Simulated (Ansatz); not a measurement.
The system is CsLiCr2Te2S3.

```
CELL_PARAMETERS angstrom
7.28959 -2.10433 0.01772
7.28959 2.10433 0.01772
-2.53315 0.00000 7.28100
ATOMIC_POSITIONS crystal
Cs 0.50000 0.50000 0.00000
Li 0.00000 0.00000 0.50000
Cr 0.32870 0.32870 0.43300
Cr 0.67130 0.67130 0.56700
Te 0.80672 0.80672 0.17427
Te 0.19328 0.19328 0.82573
S 0.16358 0.16358 0.39713
S 0.83642 0.83642 0.60287
S 0.50000 0.50000 0.50000
```

The cell was built by a generator and needn't be a form met in nature.

Base run:

```yaml
Program: Ansatz 0.2.0
Functional: PBE
Potentials_or_basis: Ansatz NC with PseudoDojo standard (PBE files)
Cutoff: "1279 eV (not typed: the program's choice for these potentials)"
k_mesh: 7 × 7 × 4
Occupations: fermi-dirac, width 0.05 eV
Spin: collinear spin, ferromagnetic start
Starting_moments: "[0.0, 0.0, 3.0, 3.0, 0.0, 0.0, 0.0, 0.0, 0.0] μB"
```

Its results: band gap on the k mesh none (metal or under the smearing width); pressure 0.0 GPa; net moment 5.21 μB per cell; site moments Cs +0.00; Li +0.00; Cr +2.59; Te -0.14; S -0.14, -0.03 μB; largest force 0.031 eV/Å.

Question: The run is repeated on the same cell with these changes: functional from PBE to PBEsol; potentials or basis from Ansatz NC with PseudoDojo standard (PBE files) to Ansatz PAW; cutoff from 1279 eV (not typed: the program's choice for these potentials) to 420 eV (not typed: the program's choice for these potentials). What comes out?

Answer: Band gap on the k mesh none (metal or under the smearing width); pressure -2.7 GPa; net moment 5.21 μB per cell; site moments Cs +0.00; Li +0.00; Cr +2.58; Te -0.13; S -0.14, -0.03 μB; largest force 0.264 eV/Å.

Caveats: only a ferromagnetic start was run, and an antiferromagnetic order may lie lower in energy; spin-orbit coupling is left out, which moves the levels of the heavy elements (some runs); the PAW data sets come from PBE, with cores solved anew for the run's functional, which leaves a small shift of forces and pressure (some runs).
